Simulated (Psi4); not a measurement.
# InHCl (SMILES [Cl][InH]): UTPSSh/def2-TZVPP (core potential)

Aim: the vertical ionisation energy of InHCl at UTPSSh/def2-TZVPP (core potential), from 2 runs. 

The calculation is run with Psi4 1.11.

6 further runs of the same task are left out: 4 that didn't finish, 2 set aside as unsound or not needed.

### Step 1. The molecule

InHCl: 3 atoms, total charge 0, spin state doublet. As SMILES, `[Cl][InH]`. The shape is that of a PBE0-D4/def2-TZVP optimisation.

Bond lengths: Cl1–In2 2.365 Å, In2–H3 1.773 Å. Angles: Cl1–In2–H3 115.3°.

### Step 2. Energy and forces at UTPSSh/def2-TZVPP (core potential)

job.inp

```
memory 2.2 GB

molecule {
  0 2
  Cl    -1.649800     0.396800    -0.867400
  In     0.409500     0.542400     0.286100
  H      1.229400    -1.003900     0.568100
  symmetry c1
  no_reorient
  no_com
}

set {
  basis                def2-TZVPP
  reference            uks
  puream               true
  e_convergence        1e-09
  d_convergence        1e-08
  scf_type             pk
  dft_radial_points    99
  dft_spherical_points 590
  maxiter              100
}

result, w = gradient("tpssh", return_wfn=True)
oeprop(w, "MAYER_INDICES", "MULLIKEN_CHARGES", "WIBERG_LOWDIN_INDICES")
print_variables()
```

The run is started by

```console
psi4 -i job.inp -o job.out -n 1
```

job.out (excerpt; [...] marks lines left out):

```text
[...]
    !!!  WARNING: ECP capability is in beta. Please check occupations closely.  !!!
[...]
  Running in c1 symmetry.
[...]
  Nuclear repulsion =   88.717601164286506
[...]
  Multiplicity = 2
[...]
  Nalpha       = 20
  Nbeta        = 19
[...]
    Number of basis functions: 106
[...]
   @UKS iter   1:  -650.75659891225121   -7.69670e-01   5.90725e-03 DIIS/ADIIS
[...]
   @UKS iter  14:  -650.91319742717110   -1.47793e-12   3.70487e-09 DIIS
[...]
   @S^2 Observed:                7.566527055E-01
[...]
    Orbital Energies [Eh]
    ---------------------
    Alpha Occupied:
       1A   -101.341834     2A     -9.343699     3A     -7.088790
       4A     -7.084310     5A     -7.083904     6A     -4.623665
       7A     -3.042972     8A     -3.036344     9A     -3.033212
      10A     -0.783246    11A     -0.752023    12A     -0.749964
      13A     -0.747539    14A     -0.744976    15A     -0.723431
      16A     -0.415497    17A     -0.326861    18A     -0.294022
      19A     -0.291899    20A     -0.214007
    Alpha Virtual:
      21A     -0.088578    22A     -0.021255    23A      0.028601
      24A      0.059110    25A      0.065634    26A      0.084892
[...]
  @UKS Final Energy:  -650.91319742717110
   => Energetics <=
    Nuclear Repulsion Energy =             88.7176011642865063
    One-Electron Energy =               -1148.2666408661843889
    Two-Electron Energy =                 449.5583318948221745
    DFT Exchange-Correlation Energy =     -40.9224896200953623
    Empirical Dispersion Energy =           0.0000000000000000
    VV10 Nonlocal Energy =                  0.0000000000000000
    Total Energy =                       -650.9131974271710988
[...]
 Multipole Moments:
 ------------------------------------------------------------------------------------
     Multipole            Electronic (a.u.)      Nuclear  (a.u.)        Total (a.u.)
 ------------------------------------------------------------------------------------
 L = 1.  Multiply by 2.5417464519 to convert [e a0] to [Debye]
 Dipole X            :         35.3502134          -34.4264636            0.9237498
 Dipole Y            :        -32.1604408           32.3749770            0.2145361
 Dipole Z            :         15.9722255          -15.4383066            0.5339190
 Magnitude           :                                                    1.0883055
[...]
  -Total Gradient:
     Atom            X                  Y                   Z
    ------   -----------------  -----------------  -----------------
       1        0.002395752392     0.000132711379     0.001337908533
       2       -0.001809067938    -0.001177240064    -0.001129277944
       3       -0.000591181988     0.001039247270    -0.000211698274
[...]
  Mulliken Charges: (a.u.)
   Center  Symbol    Alpha    Beta     Spin     Total
       1    CL     8.74916  8.66253  0.08663 -0.41169
       2    IN    10.53766  9.92479  0.61287  0.53756
       3     H     0.71318  0.41268  0.30050 -0.12586
   Total alpha = 20.00000, Total beta = 19.00000, Total charge =  0.00000
  Mayer Bond Indices:
  Total Bond Index:
  Irrep: 1 Size: 3 x 3
[...]
```

Run time: 70 s. Hardware: 1 thread of AMD EPYC 7R43 (Zen 3), shared host; peak memory 0.94 GiB.

### Step 3. The singlet cation: a single-point energy at TPSSh/def2-TZVPP (core potential)

calc.dat

```
memory 2200 mb

molecule mol {
  1 1
  Cl    -1.649800     0.396800    -0.867400
  In     0.409500     0.542400     0.286100
  H      1.229400    -1.003900     0.568100
  units angstrom
  symmetry c1
  no_reorient
  no_com
}

set {
  puream true
  e_convergence 1e-09
  d_convergence 1e-08
  scf_type pk
  dft_radial_points 99
  dft_spherical_points 590
}

e = energy("tpssh/def2-TZVPP")
print_variables()
```

The run is started by

```console
psi4 -n 1 calc.dat calc.out
```

calc.out (excerpt; [...] marks lines left out):

```text
[...]
    !!!  WARNING: ECP capability is in beta. Please check occupations closely.  !!!
[...]
  Running in c1 symmetry.
[...]
  Nuclear repulsion =   88.717601164286506
[...]
  Multiplicity = 1
[...]
  Nalpha       = 19
  Nbeta        = 19
[...]
    Number of basis functions: 106
[...]
   @RKS iter   1:  -650.51392484270389   -5.26996e-01   4.97997e-03 DIIS/ADIIS
[...]
   @RKS iter  12:  -650.60393982775054    1.13687e-12   3.09508e-09 DIIS
[...]
    Orbital Energies [Eh]
    ---------------------
    Doubly Occupied:
       1A   -101.579804     2A     -9.579180     3A     -7.326250
       4A     -7.318572     5A     -7.318563     6A     -4.899066
       7A     -3.317175     8A     -3.315015     9A     -3.307024
      10A     -1.035190    11A     -1.025377    12A     -1.024354
      13A     -1.018883    14A     -1.018115    15A     -0.964669
      16A     -0.643717    17A     -0.546092    18A     -0.507754
      19A     -0.506269
[...]
  @RKS Final Energy:  -650.60393982775054
   => Energetics <=
    Nuclear Repulsion Energy =             88.7176011642865063
    One-Electron Energy =               -1138.4596022338669172
    Two-Electron Energy =                 439.8024070822472140
    DFT Exchange-Correlation Energy =     -40.6643458404172193
    Empirical Dispersion Energy =           0.0000000000000000
    VV10 Nonlocal Energy =                  0.0000000000000000
    Total Energy =                       -650.6039398277505370
[...]
 Multipole Moments:
 ------------------------------------------------------------------------------------
     Multipole            Electronic (a.u.)      Nuclear  (a.u.)        Total (a.u.)
 ------------------------------------------------------------------------------------
 L = 1.  Multiply by 2.5417464519 to convert [e a0] to [Debye]
 Dipole X            :         35.6070208          -34.4264636            1.1805571
 Dipole Y            :        -31.1011577           32.3749770            1.2738192
 Dipole Z            :         16.2310917          -15.4383066            0.7927851
 Magnitude           :                                                    1.9091461
[...]
```

Run time: 32 s. Hardware: 1 thread of AMD EPYC 7R43 (Zen 3), shared host; peak memory 0.93 GiB.

### Step 4. Outcome

At UTPSSh/def2-TZVPP (core potential):

| quantity | value |
| --- | --- |
| doublet InHCl: total energy | -650.91320 Eh |
| doublet InHCl: dipole moment | 2.77 D |
| doublet InHCl: HOMO energy (highest over α and β) | -5.82 eV |
| doublet InHCl: LUMO energy (lowest over α and β) | -3.86 eV |
| doublet InHCl: ⟨S²⟩ | 0.757 |
| doublet InHCl: largest force on an atom | 0.141 eV/Å |
| singlet cation: total energy | -650.60394 Eh |
| singlet cation: HOMO energy | -13.78 eV |
| singlet cation: LUMO energy | -10.94 eV |
| singlet cation: HOMO–LUMO gap | 2.83 eV |
| vertical ionisation energy (to the singlet cation) | 8.415 eV |

**Reading.** The vertical ionisation energy comes to 8.42 eV (812 kJ/mol). Only the singlet of the ionised species was computed; a triplet could lie lower.
